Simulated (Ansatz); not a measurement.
**F₂H₃NOZr: small, medium and large basis sets**

One table from this session's results is given with a row withheld; the runs are named, their logs left out.

Method: one geometry, several basis sets; program: Ansatz 0.2.0, Gaussian basis.

Plan: PBE0-D4/def2-SVP; ωB97M-V/def2-SVP; PBE0-D4/def2-QZVPP; ωB97M-V/def2-QZVPP; the functionals' def2-TZVPP values are taken from earlier runs.

## Structure used throughout

An earlier PBE0-D4 in a triple-zeta def2 set relaxation fixed the geometry. Zr takes the def2 core potential; no spin-orbit term is included.

8 atoms, charge 0, spin multiplicity 1.

Atoms are counted from 1 here; the program's logs count them from 0.

Bond lengths: N1–Zr2 2.024 Å, N1–H6 1.011 Å, N1–H7 1.011 Å, Zr2–O3 1.912 Å, Zr2–F4 1.916 Å, Zr2–F5 1.916 Å, O3–H8 0.953 Å. Angles: Zr2–N1–H6 125.5°, Zr2–N1–H7 125.7°, H6–N1–H7 108.8°, N1–Zr2–O3 106.4°, N1–Zr2–F4 109.3°, N1–Zr2–F5 109.3°, O3–Zr2–F4 112.8°, O3–Zr2–F5 112.9°, F4–Zr2–F5 105.9°, Zr2–O3–H8 164.3°.

As a file:

```xyz
8
charge 0, multiplicity 1
N    -0.7409    0.0065   -1.3153
Zr    0.2068    0.4240    0.4243
O     0.7480   -1.2545    1.1620
F     1.6835    1.5951    0.0776
F    -0.9777    1.3967    1.5746
H    -0.8844   -0.9176   -1.6983
H    -1.1478    0.6869   -1.9429
H     1.1125   -1.9371    1.7181
```

The first run:

The input, in.yaml:

```yaml
crystal:
  periodic: [false, false, false]
  atoms:
    - {symbol: N, position_ang: [-0.740885, 0.006457, -1.315255]}
    - {symbol: Zr, position_ang: [0.206773, 0.423957, 0.424251]}
    - {symbol: O, position_ang: [0.748029, -1.254487, 1.162040]}
    - {symbol: F, position_ang: [1.683547, 1.595115, 0.077597]}
    - {symbol: F, position_ang: [-0.977744, 1.396705, 1.574551]}
    - {symbol: H, position_ang: [-0.884421, -0.917566, -1.698331]}
    - {symbol: H, position_ang: [-1.147785, 0.686945, -1.942913]}
    - {symbol: H, position_ang: [1.112476, -1.937126, 1.718050]}
basis:
  gaussian: {orbitals: def2-SVP}
hamiltonian: {xc: pbe0, dispersion: d4}
output: {orbitals: {seedname: orbitals}}
```

Started as:

```console
> ansatz run in.yaml --threads 4 --pin off --events-out ev --progress --plain --max-ram 10444MiB
```

Among the steps run: PBE0-D4 in def2-SVP; ωB97M-V in def2-SVP; PBE0-D4 in def2-QZVPP; ωB97M-V in def2-QZVPP.

One of the session's tables, all rows but one given; the rest of the session is left out.

```
functional       basis  HOMO (eV)
   PBE0-D4    def2-SVP      -7.55
   PBE0-D4  def2-TZVPP      -7.74
   PBE0-D4  def2-QZVPP      -7.77
   ωB97M-V    def2-SVP      -9.91
   ωB97M-V  def2-TZVPP     -10.11
   ωB97M-V  def2-QZVPP          ?
```

**Question.** Estimate the row for ωB97M-V, def2-QZVPP.

The run gave: HOMO (eV): -10.15. In the column «HOMO (eV)» it is the lowest.
